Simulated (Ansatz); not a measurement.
**CH5BTe: functionals against CCSD(T) at one geometry**

The task here is to estimate one member of a computed series from the others.

The runs use Ansatz 0.2.0, Gaussian basis; single points in def2-TZVPP.

Correlated methods freeze the cores. Filled d shells of the heavier atoms are correlated. Core potentials replace the inner electrons past krypton, and spin-orbit coupling is left out. B3LYP uses VWN-RPA correlation.

## Where the work starts

8 atoms, charge 0, spin multiplicity 1.

Atoms are counted from 1 here; the program's logs count them from 0.

Bond lengths: B1–Te2 2.074 Å, B1–H4 1.148 Å, B1–H5 1.193 Å, Te2–C3 2.172 Å, C3–H6 1.129 Å, C3–H7 1.105 Å, C3–H8 1.073 Å. Angles: Te2–B1–H4 119.2°, Te2–B1–H5 120.2°, H4–B1–H5 120.6°, B1–Te2–C3 98.0°, Te2–C3–H6 108.0°, Te2–C3–H7 108.2°, Te2–C3–H8 110.3°, H6–C3–H7 108.7°, H6–C3–H8 109.3°, H7–C3–H8 112.2°.

As a file:

```xyz
8
CH5BTe
B    -0.6915    1.2333   -1.0889
Te   -1.2209    0.2937    0.6832
C     0.5226   -0.9871    0.8767
H    -1.3971    2.0188   -1.5389
H     0.3427    0.9711   -1.6217
H     1.4424   -0.3436    0.7600
H     0.5012   -1.7258    0.0550
H     0.5371   -1.4541    1.8424
```

Set-up of the first run:

Contents of run/in.yaml:

```yaml
crystal:
  periodic: [false, false, false]
  atoms:
    - {symbol: B, position_ang: [-0.691500, 1.233300, -1.088900]}
    - {symbol: Te, position_ang: [-1.220900, 0.293700, 0.683200]}
    - {symbol: C, position_ang: [0.522600, -0.987100, 0.876700]}
    - {symbol: H, position_ang: [-1.397100, 2.018800, -1.538900]}
    - {symbol: H, position_ang: [0.342700, 0.971100, -1.621700]}
    - {symbol: H, position_ang: [1.442400, -0.343600, 0.760000]}
    - {symbol: H, position_ang: [0.501200, -1.725800, 0.055000]}
    - {symbol: H, position_ang: [0.537100, -1.454100, 1.842400]}
basis:
  gaussian: {orbitals: def2-TZVPP}
correlation: {method: ccsd_t}
output: {forces: true}
```

No record of the launch command was kept for these runs.

Steps of the session up to this table: CCSD(T)/def2-TZVPP; PBE0-D4/def2-TZVPP; wB97M-V/def2-TZVPP; r2SCAN-D4/def2-TZVPP; PBE-D4/def2-TZVPP; LC-wPBE/def2-TZVPP; B3LYP-D4/def2-TZVPP.

One of the session's tables, all rows but one given; the rest of the session is left out.

| method | RMS force component (eV/Å) | angle to CCSD(T) forces (°) | dipole (D) |
| --- | --- | --- | --- |
| CCSD(T) | 0.567 | reference | 1.37 |
| PBE0-D4 | 0.573 | 3.0 | 1.37 |
| wB97M-V | 0.564 | 6.2 | 1.23 |
| r2SCAN-D4 | 0.562 | 3.4 | 1.43 |
| PBE-D4 | ? | ? | ? |
| LC-wPBE | 0.606 | 14.9 | 1.20 |
| B3LYP-D4 | 0.561 | 10.1 | 1.34 |

Estimate the missing values for PBE-D4.

As computed: RMS force component (eV/Å): 0.555; angle to CCSD(T) forces (°): 11.2; dipole (D): 1.50. In the column «RMS force component (eV/Å)» it is the lowest.
